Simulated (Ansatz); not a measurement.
# C₆H₇NO: how energies converge with the basis set

An exercise on one series of results from a longer session: the logs are not shown, and one member is left open.

Program: Ansatz 0.2.0, Gaussian basis. Level of theory: one geometry, several basis sets. These are calculated values, not measurements.

Plan: PBE0-D4/def2-SVP; ωB97M-V/def2-SVP; PBE0-D4/def2-QZVPP; ωB97M-V/def2-QZVPP; the functionals' def2-TZVPP values are taken from earlier runs.

**The geometry**

An earlier PBE0-D4 in a triple-zeta def2 set relaxation fixed the geometry.

SMILES `Cc1cc(O)ccn1`, 15 atoms, charge 0, spin multiplicity 1.

Atoms are counted from 1 here; the program's logs count them from 0.

Bond lengths: C1–C2 1.497 Å, C1–H9 1.093 Å, C1–H10 1.093 Å, C1–H11 1.088 Å, C2–C3 1.392 Å, C2–N8 1.331 Å, C3–C4 1.386 Å, C3–H12 1.086 Å, C4–O5 1.348 Å, C4–C6 1.390 Å, O5–H13 0.962 Å, C6–C7 1.380 Å, C6–H14 1.082 Å, C7–N8 1.331 Å, C7–H15 1.087 Å. Angles: C2–C1–H9 111.1°, C2–C1–H10 111.1°, C2–C1–H11 109.5°, H9–C1–H10 107.3°, H9–C1–H11 108.9°, H10–C1–H11 108.9°, C1–C2–C3 120.4°, C1–C2–N8 117.2°, C3–C2–N8 122.4°, C2–C3–C4 119.2°, C2–C3–H12 120.2°, C4–C3–H12 120.6°, C3–C4–O5 123.1°, C3–C4–C6 118.6°, O5–C4–C6 118.3°, C4–O5–H13 109.4°, C4–C6–C7 117.6°, C4–C6–H14 120.5° and more.

The first run:

Input file in.yaml:

```yaml
crystal:
  periodic: [false, false, false]
  atoms:
    - {symbol: C, position_ang: [0.863722, -2.186922, 0.064614]}
    - {symbol: C, position_ang: [0.117148, -0.890084, 0.018562]}
    - {symbol: C, position_ang: [0.805973, 0.319910, 0.022245]}
    - {symbol: C, position_ang: [0.089893, 1.505370, -0.021345]}
    - {symbol: O, position_ang: [0.676171, 2.719311, -0.021173]}
    - {symbol: C, position_ang: [-1.297780, 1.444281, -0.067381]}
    - {symbol: C, position_ang: [-1.882300, 0.194278, -0.066688]}
    - {symbol: N, position_ang: [-1.211216, -0.954702, -0.025354]}
    - {symbol: H, position_ang: [1.479197, -2.254813, 0.965681]}
    - {symbol: H, position_ang: [1.532133, -2.286519, -0.794873]}
    - {symbol: H, position_ang: [0.156357, -3.014204, 0.058031]}
    - {symbol: H, position_ang: [1.891648, 0.330291, 0.058832]}
    - {symbol: H, position_ang: [1.631670, 2.613164, 0.012939]}
    - {symbol: H, position_ang: [-1.887446, 2.351091, -0.102062]}
    - {symbol: H, position_ang: [-2.965170, 0.109547, -0.102028]}
basis:
  gaussian: {orbitals: def2-SVP}
hamiltonian: {xc: pbe0, dispersion: d4}
output: {orbitals: {seedname: orbitals}}
```

Launch:

```console
$ ansatz run in.yaml --threads 2 --pin off --events-out ev --progress --plain --max-ram 32768MiB --backend cpu
```

Steps of the session up to this table: PBE0-D4 in def2-SVP; ωB97M-V in def2-SVP; PBE0-D4 in def2-QZVPP; ωB97M-V in def2-QZVPP.

One of the session's tables, all rows but one given; the rest of the session is left out.

It belongs to the step «Functionals by basis». 

| functional | basis | HOMO (eV) | LUMO (eV) |
| --- | --- | --- | --- |
| PBE0-D4 | def2-SVP | ? | ? |
| PBE0-D4 | def2-TZVPP | -7.27 | -0.43 |
| PBE0-D4 | def2-QZVPP | -7.30 | -0.49 |
| ωB97M-V | def2-SVP | -9.30 | 1.81 |
| ωB97M-V | def2-TZVPP | -9.38 | 1.59 |
| ωB97M-V | def2-QZVPP | -9.41 | 1.48 |

Estimate the missing values for PBE0-D4, def2-SVP.

As computed: HOMO (eV): -7.16; LUMO (eV): -0.29. In the column «HOMO (eV)» it is the highest.
